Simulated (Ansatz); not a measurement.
Ba2MgTiO4:

```
Ba Ti Mg O
1.0
     2.67917   -2.68098    0.00000
     2.67917    2.68098    0.00000
    -0.01170    0.00000   11.17293
Ba Ti Mg O
2 1 1 4
Direct
  0.16548 0.16548 0.54947
  0.66389 0.66389 0.92743
  0.66342 0.66342 0.30240
  0.16321 0.16321 0.16980
  0.16343 0.66330 0.24547
  0.66494 0.66494 0.46589
  0.16339 0.16339 0.99495
  0.66330 0.16343 0.24547
```

The cell comes from a database or a generator and needn't be the stable form of this composition.

```yaml
Program: Ansatz 0.2.0
Task: single point
Functional: PBE
Potentials_or_basis: Ansatz PAW
Cutoff: "420 eV (not typed: the program's choice for these potentials)"
k_mesh: 7 × 7 × 3
Occupations: fermi-dirac, width 0.05 eV
Spin: no spin polarisation
```

On this cell: pressure -1.0 GPa; largest force 0.166 eV/Å; band gap on the k mesh none (metal or under the smearing width).

The same run follows on a disturbed copy (atoms moved at random, drawn with an rms of 0.05 Å):

```
Ba Ti Mg O
1.0
     2.67917   -2.68098    0.00000
     2.67917    2.68098    0.00000
    -0.01170    0.00000   11.17293
Ba Ti Mg O
2 1 1 4
Cartesian
  0.9018 -0.0267 6.1201
  3.5297 -0.0068 10.3454
  3.5572 -0.0231 3.3570
  0.8762 -0.0083 1.8400
  2.2680 1.3442 2.6955
  3.5776 -0.0051 5.2039
  0.8922 0.0269 11.0296
  2.2212 -1.3855 2.7620
```

Problem. What does the disturbed cell give?

Solution. The energy (extrapolated to zero smearing) moves by +6.0 meV/atom; pressure -1.3 GPa; largest force 0.621 eV/Å; band gap on the k mesh none (metal or under the smearing width).

Forces on the atoms (eV/Å):
```
Ba  -0.023  0.009 -0.092
Ba   0.023  0.012 -0.102
Ti   0.144 -0.065  0.209
Mg   0.242  0.041  0.020
O   -0.523 -0.333  0.032
O   -0.050 -0.050 -0.409
O   -0.028 -0.038  0.456
O    0.216  0.424 -0.115
```

Stress tensor (GPa, compression positive):
```
-1.04  0.38 -0.26
 0.38 -1.08 -0.08
-0.26 -0.08 -1.86
```

Caveats: semilocal functionals often make such compounds metallic where correlation or magnetic order opens a gap, which also shifts bond lengths.
